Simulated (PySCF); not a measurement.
# C2H8GeS: the cost of one run

Computed with PySCF 2.14.0, with density-fitted response routines of our own, on a single molecule in the gas phase. Atoms are numbered from 0 throughout.

## 1. The molecule as given

12 atoms, charge 0, multiplicity 1; geometry from: PBE0-D3(BJ)/def2-SVP.

Bonds of the start (Å): C0–S1 1.82, S1–Ge2 2.22, Ge2–C3 1.95, C0–H4 1.10, C0–H5 1.10, C0–H6 1.10, Ge2–H7 1.55, Ge2–H8 1.55, C3–H9 1.10, C3–H10 1.10, C3–H11 1.10.

## 2. Excited states and response: B3LYP/def2-SVPD

Job settings and geometry (Å):

```
{"job": {"kind": "uv", "xc": "B3LYP", "basis": "def2-SVPD", "ip": true}, "charge": 0, "multiplicity": 1}
C      2.445413    -0.234658    -0.163538
S      0.942542    -1.026863     0.488313
Ge    -0.593400     0.434599    -0.183929
C     -2.306964    -0.252784     0.429828
H      3.289423    -0.885911     0.103309
H      2.610875     0.754152     0.288377
H      2.411201    -0.138954    -1.258537
H     -0.279782     1.820273     0.423841
H     -0.544476     0.555139    -1.723918
H     -3.122385     0.412397     0.111023
H     -2.313917    -0.322574     1.526646
H     -2.481536    -1.253523     0.010065
```

Level: TDDFT B3LYP/def2-SVPD, vertical, gas phase, core orbitals frozen in the response.

Run with:

```console
> OMP_NUM_THREADS=1 python probes_run.py task.json out
```

One launch serves the whole session: the jobs run in the order shown.

Q: Estimate the wall time and peak memory of this first job on 1 thread of Arm Neoverse V1, shared host.

About 38 s, with a peak of 0.76 GiB.
